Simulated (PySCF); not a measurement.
# AgN₂H₆+: NMR shieldings, part 2 of 2

PySCF 2.14.0. Atoms count from 0. Earlier steps stand in the parts before.

## 5. NMR shieldings: PBE0/pcJ-1 Ag:dyall-v2z, spin-free

Job settings and geometry (Å):

```
{"job": {"xc": "PBE0", "basis": {"default": "pcJ-1", "Ag": "dyall-v2z"}, "rel": "sf", "two": true, "kind": "hnmr"}, "charge": 1, "multiplicity": 1}
Ag     0.004610     0.003230    -0.000030
N     -0.003720    -0.015450     2.265100
H     -0.418880     0.827040     2.660730
H      0.933810    -0.084110     2.658850
H     -0.531760    -0.800240     2.644910
N      0.004230     0.015960    -2.265030
H     -0.937910     0.018600    -2.653880
H      0.474320    -0.798090    -2.659040
H      0.475300     0.833060    -2.651620
```

Method: PBE0/pcJ-1 Ag:dyall-v2z GIAO NMR shielding, X2C without spin-orbit coupling but with the spin-dependent field terms, Gaussian nuclei, gas phase.

Standard output:

```text
spin-free SCF
coarse grid: 33280 points
cycle   1  E = -5427.9930664812  dE = -1.255e-01  |g| = 5.184e-01  |ddm| = 1.957e+00
cycle   2  E = -5427.9610852837  dE =  3.198e-02  |g| = 7.532e-01  |ddm| = 5.896e-01
cycle   3  E = -5428.0262008626  dE = -6.512e-02  |g| = 4.472e-02  |ddm| = 3.253e-01
cycle   4  E = -5428.0262611572  dE = -6.029e-05  |g| = 2.444e-02  |ddm| = 3.502e-02
cycle   5  E = -5428.0263592870  dE = -9.813e-05  |g| = 7.358e-03  |ddm| = 1.560e-02
cycle   6  E = -5428.0263662981  dE = -7.011e-06  |g| = 7.345e-04  |ddm| = 3.268e-03
final grid: 68656 points
cycle   7  E = -5428.0264866339  dE = -1.346e-06  |g| = 2.585e-03  |ddm| = 1.427e-03
cycle   8  E = -5428.0264864357  dE =  1.982e-07  |g| = 1.968e-03  |ddm| = 1.131e-03
cycle   9  E = -5428.0264866545  dE = -2.188e-07  |g| = 1.132e-03  |ddm| = 1.098e-03
cycle  10  E = -5428.0264867564  dE = -1.019e-07  |g| = 1.820e-05  |ddm| = 3.774e-04
cycle  11  E = -5428.0264867564  dE = -6.003e-11  |g| = 2.559e-06  |ddm| = 1.209e-05
converged SCF energy = -5428.0264867564
two-component SCF
cycle   1  E = -5428.0264867561  dE = -5.428e+03  |FDS-SDF| = 2.559e-06
cycle   2  E = -5428.0264867560  dE =  3.001e-11  |FDS-SDF| = 3.735e-06
converged, E = -5428.0264867560

Field gradients (au) and densities at the nuclei (bohr^-3)
atom        Vxx        Vyy        Vzz        centre      nuclear mean
  0 Ag     1.0318     1.0319    -2.0638     143563.075     140380.052
  1 N      0.2557     0.2562    -0.5119        204.206        204.201
  2 H     -0.1650    -0.1973     0.3623          0.463          0.463
  3 H     -0.1649    -0.1973     0.3622          0.463          0.463
  4 H     -0.1648    -0.1971     0.3619          0.463          0.463
  5 N      0.2558     0.2561    -0.5118        204.206        204.201
  6 H     -0.1649    -0.1972     0.3621          0.463          0.463
  7 H     -0.1648    -0.1972     0.3620          0.463          0.463
  8 H     -0.1648    -0.1971     0.3619          0.463          0.463
without picture change
  0 Ag                          -2.4735                    295795.420

Core orbital energies (eV)
atom   shell        mean    spread
  0 Ag 1s       -25380.810   0.000
  0 Ag 2s        -3762.998   0.000
  0 Ag 3s         -703.321   0.000
  0 Ag 4s         -105.323   0.000
  0 Ag 2p1/2     -3375.627   0.000
  0 Ag 2p3/2     -3375.604   0.047
  0 Ag 3p1/2      -575.069   0.000
  0 Ag 3p3/2      -574.981   0.177
  0 Ag 4p1/2       -67.625   0.000
  0 Ag 4p3/2       -67.600   0.000
  0 Ag 3d3/2      -372.188   0.000
  0 Ag 3d5/2      -372.041   0.043
  0 Ag 4d3/2       -14.663   1.098
  0 Ag 4d5/2       -14.040   0.111

Shielding tensors (ppm)
atom      isotropic    diamagn.    paramagn.     s11        s22        s33       span
  0 Ag     4497.97     4370.01      127.96    3995.56    3995.61    5502.74    1507.18
  1 N       270.02      310.24      -40.22     244.79     282.61     282.66      37.86
  2 H        29.54       26.64        2.90      20.98      25.03      42.61      21.63
  3 H        29.54       26.63        2.91      20.99      25.03      42.62      21.63
  4 H        29.54       26.65        2.89      20.97      25.04      42.60      21.62
  5 N       270.01      310.24      -40.23     244.78     282.59     282.65      37.87
  6 H        29.54       26.65        2.89      20.98      25.04      42.60      21.63
  7 H        29.54       26.64        2.90      20.98      25.03      42.61      21.63
  8 H        29.54       26.63        2.91      20.98      25.02      42.61      21.63
```

Wall time 80 s (1 thread of Arm Neoverse V2, shared host); peak memory 1.3 GiB.

## 6. NMR shieldings: PBE0/pcJ-1 Ag:dyall-v2z, non-relativistic

Settings changed since step 5:

```diff
@@ -1,2 +1,2 @@
-{"job": {"xc": "PBE0", "basis": {"default": "pcJ-1", "Ag": "dyall-v2z"}, "rel": "sf", "two": true, "kind": "hnmr"}, "charge": 1, "multiplicity": 1}
+{"job": {"xc": "PBE0", "basis": {"default": "pcJ-1", "Ag": "dyall-v2z"}, "rel": "nr", "kind": "hnmr"}, "charge": 1, "multiplicity": 1}
 Ag     0.004610     0.003230    -0.000030
```

Level: PBE0/pcJ-1 Ag:dyall-v2z GIAO NMR shielding, non-relativistic, Gaussian nuclei, gas phase.

Standard output:

```text
non-relativistic SCF
coarse grid: 33280 points
cycle   1  E = -5312.3026915906  dE = -1.192e+02  |g| = 5.888e+00  |ddm| = 2.339e+00
cycle   2  E = -5312.2023523390  dE =  1.003e-01  |g| = 2.571e+00  |ddm| = 1.067e+00
cycle   3  E = -5312.2480507305  dE = -4.570e-02  |g| = 1.775e+00  |ddm| = 1.243e+00
cycle   4  E = -5312.5048263718  dE = -2.568e-01  |g| = 3.035e-01  |ddm| = 7.532e-01
cycle   5  E = -5312.5150421121  dE = -1.022e-02  |g| = 4.051e-02  |ddm| = 1.503e-01
cycle   6  E = -5312.5152346414  dE = -1.925e-04  |g| = 2.287e-02  |ddm| = 3.292e-02
cycle   7  E = -5312.5153366985  dE = -1.021e-04  |g| = 7.764e-04  |ddm| = 1.204e-02
cycle   8  E = -5312.5153368584  dE = -1.600e-07  |g| = 2.947e-04  |ddm| = 9.755e-04
final grid: 68656 points
cycle   9  E = -5312.5153027107  dE = -1.390e-08  |g| = 5.610e-04  |ddm| = 3.310e-04
cycle  10  E = -5312.5153026885  dE =  2.224e-08  |g| = 7.065e-04  |ddm| = 4.031e-04
cycle  11  E = -5312.5153027267  dE = -3.822e-08  |g| = 8.479e-05  |ddm| = 2.690e-04
cycle  12  E = -5312.5153027272  dE = -4.638e-10  |g| = 1.547e-05  |ddm| = 2.946e-05
converged SCF energy = -5312.5153027272
check of the scalar solution
cycle   1  E = -5312.5153027271  dE = -5.313e+03  |FDS-SDF| = 1.547e-05
cycle   2  E = -5312.5153027272  dE = -1.637e-11  |FDS-SDF| = 1.896e-05
converged, E = -5312.5153027272

Field gradients (au) and densities at the nuclei (bohr^-3)
atom        Vxx        Vyy        Vzz        centre      nuclear mean
  0 Ag     1.1088     1.1088    -2.2176      72272.035      72056.625
  1 N      0.2865     0.2871    -0.5736        202.926        202.920
  2 H     -0.1648    -0.1991     0.3639          0.463          0.463
  3 H     -0.1648    -0.1991     0.3638          0.463          0.463
  4 H     -0.1646    -0.1989     0.3635          0.463          0.463
  5 N      0.2866     0.2870    -0.5736        202.926        202.920
  6 H     -0.1647    -0.1990     0.3637          0.463          0.463
  7 H     -0.1647    -0.1989     0.3636          0.463          0.463
  8 H     -0.1646    -0.1989     0.3635          0.463          0.463

Core orbital energies (eV)
atom   shell        mean    spread
  0 Ag 1s       -24616.801   0.000
  0 Ag 2s        -3574.876   0.000
  0 Ag 3s         -665.096   0.000
  0 Ag 4s          -97.887   0.000
  0 Ag 2p        -3324.716   0.048
  0 Ag 3p         -563.841   0.190
  0 Ag 4p          -65.569   0.059
  0 Ag 3d         -377.187   0.181
  0 Ag 4d          -14.613   0.952

Shielding tensors (ppm)
atom      isotropic    diamagn.    paramagn.     s11        s22        s33       span
  0 Ag     3789.62     4680.84     -891.22    3350.35    3350.39    4668.11    1317.76
  1 N       270.26      312.64      -42.38     242.79     283.97     284.01      41.22
  2 H        29.72       26.82        2.90      21.24      25.19      42.74      21.50
  3 H        29.72       26.82        2.90      21.24      25.18      42.74      21.50
  4 H        29.72       26.83        2.89      21.23      25.20      42.72      21.49
  5 N       270.25      312.64      -42.39     242.78     283.95     284.01      41.23
  6 H        29.72       26.83        2.89      21.24      25.20      42.73      21.49
  7 H        29.72       26.82        2.90      21.24      25.19      42.73      21.49
  8 H        29.72       26.81        2.91      21.24      25.18      42.74      21.49
```

Run time: 27 s. Hardware: 1 thread of Arm Neoverse V2, shared host; peak memory 1.1 GiB.

## 7. NMR shieldings: GIAO PBE0/pcJ-1 Ag:def2-TZVP, core potentials from Rb on, else non-relativistic

Settings changed since step 6:

```diff
@@ -1,2 +1,2 @@
-{"job": {"xc": "PBE0", "basis": {"default": "pcJ-1", "Ag": "dyall-v2z"}, "rel": "nr", "kind": "hnmr"}, "charge": 1, "multiplicity": 1}
+{"job": {"xc": "PBE0", "basis": {"default": "pcJ-1", "Ag": "def2-TZVP"}, "rel": "ecp", "pop": false, "kind": "hnmr"}, "charge": 1, "multiplicity": 1}
 Ag     0.004610     0.003230    -0.000030
```

Method: GIAO PBE0/pcJ-1 Ag:def2-TZVP NMR shielding, scalar-relativistic core potentials on the heavy atoms, no spin-orbit coupling, gas phase.

Standard output:

```text
coarse grid: 33280 points
cycle   1  E = -258.1518652704  dE = -9.104e+00  |g| = 3.236e+00  |ddm| = 5.490e+00
cycle   2  E = -232.9758684922  dE =  2.518e+01  |g| = 6.295e+00  |ddm| = 1.318e+01
cycle   3  E = -258.4155536448  dE = -2.544e+01  |g| = 2.527e+00  |ddm| = 1.339e+01
cycle   4  E = -259.2991042744  dE = -8.836e-01  |g| = 1.717e+00  |ddm| = 3.134e+00
cycle   5  E = -259.8027299956  dE = -5.036e-01  |g| = 3.210e-01  |ddm| = 1.453e+00
cycle   6  E = -259.8210486210  dE = -1.832e-02  |g| = 6.518e-02  |ddm| = 2.073e-01
cycle   7  E = -259.8216382917  dE = -5.897e-04  |g| = 1.659e-02  |ddm| = 4.058e-02
cycle   8  E = -259.8216825555  dE = -4.426e-05  |g| = 2.129e-03  |ddm| = 1.012e-02
cycle   9  E = -259.8216831026  dE = -5.470e-07  |g| = 1.178e-03  |ddm| = 1.545e-03
final grid: 68656 points
cycle  10  E = -259.8216656331  dE =  2.917e-07  |g| = 1.726e-03  |ddm| = 1.579e-03
cycle  11  E = -259.8216649987  dE =  6.345e-07  |g| = 2.511e-03  |ddm| = 2.275e-03
cycle  12  E = -259.8216662039  dE = -1.205e-06  |g| = 2.680e-05  |ddm| = 1.346e-03
cycle  13  E = -259.8216662040  dE = -1.113e-10  |g| = 5.921e-06  |ddm| = 1.631e-05
converged SCF energy = -259.8216662040

GIAO shielding tensors (ppm)
atom      isotropic    diamagn.    paramagn.     s11        s22        s33       span
  0 Ag         nan         nan         nan        nan        nan        nan        nan
  1 N      267.821     314.088     -46.267    242.296    280.560    280.606     38.310
  2 H       29.558      27.039       2.519     21.196     25.005     42.472     21.276
  3 H       29.557      27.033       2.523     21.198     24.998     42.474     21.277
  4 H       29.553      27.043       2.510     21.187     25.016     42.456     21.270
  5 N      267.808     314.087     -46.278    242.283    280.542    280.600     38.317
  6 H       29.555      27.043       2.512     21.190     25.012     42.462     21.272
  7 H       29.554      27.037       2.517     21.190     25.008     42.463     21.274
  8 H       29.552      27.027       2.525     21.195     24.992     42.469     21.274
```

It took 8.2 s on 1 thread of Arm Neoverse V2, shared host; peak memory 0.94 GiB.

An atom whose core is replaced by a potential has no meaningful shielding, so its row holds no numbers.

## 8. Shieldings side by side

```csv
run,Ag0,N5,N1,H2,H4,H3,H6,time
"step 2, PBE0/pcJ-1 Ag:dyall-v2z, spin–orbit",4599.6,265.8,265.9,29.6,29.6,29.6,29.6,1.9 min
"step 3, PBE0/pcJ-1 Ag:dyall-v2z, spin–orbit (one-electron part alone)",4619.7,265.7,265.7,29.6,29.6,29.6,29.6,96 s
"step 4, PBE0/pcJ-1 Ag:dyall-v2z, spin-free",3801.8,267.9,267.9,29.5,29.5,29.5,29.5,32 s
"step 5, PBE0/pcJ-1 Ag:dyall-v2z, spin-free with spin-dependent field terms",4498.0,270.0,270.0,29.5,29.5,29.5,29.5,80 s
"step 6, PBE0/pcJ-1 Ag:dyall-v2z, non-relativistic",3789.6,270.2,270.3,29.7,29.7,29.7,29.7,27 s
"step 7, GIAO PBE0/pcJ-1 Ag:def2-TZVP, core potentials from Rb on, else non-relativistic",–,267.8,267.8,29.6,29.6,29.6,29.6,8.2 s
```

## 9. What came out

What follows sums up all 2 parts.

```
                                                                                               quantity                               value
                          energy from spin-orbit coupling (step 2, PBE0/pcJ-1 Ag:dyall-v2z, spin–orbit)                          -0.5519 Eh
                                               shieldings (step 2, PBE0/pcJ-1 Ag:dyall-v2z, spin–orbit)  Ag0 4599.6, N1 265.9, N5 265.8 ppm
energy from spin-orbit coupling (step 3, PBE0/pcJ-1 Ag:dyall-v2z, spin–orbit (one-electron part alone))                          -0.6063 Eh
                     shieldings (step 3, PBE0/pcJ-1 Ag:dyall-v2z, spin–orbit (one-electron part alone))  Ag0 4619.7, N1 265.7, N5 265.7 ppm
                                                shieldings (step 4, PBE0/pcJ-1 Ag:dyall-v2z, spin-free)  Ag0 3801.8, N1 267.9, N5 267.9 ppm
                shieldings (step 5, PBE0/pcJ-1 Ag:dyall-v2z, spin-free with spin-dependent field terms)  Ag0 4498.0, N1 270.0, N5 270.0 ppm
                                         shieldings (step 6, PBE0/pcJ-1 Ag:dyall-v2z, non-relativistic)  Ag0 3789.6, N1 270.3, N5 270.2 ppm
   shieldings (step 7, GIAO PBE0/pcJ-1 Ag:def2-TZVP, core potentials from Rb on, else non-relativistic)              N1 267.8, N5 267.8 ppm
```

In words: In step 2, Ag0 has the widest tensor, 1369 ppm. The steps not marked spin–orbit leave spin-orbit coupling out. Ag0 moves most between the runs, by 830 ppm; the labels say what changes from run to run. The geometry comes from tight binding, which is rough for metal atoms, and these values hang on it.
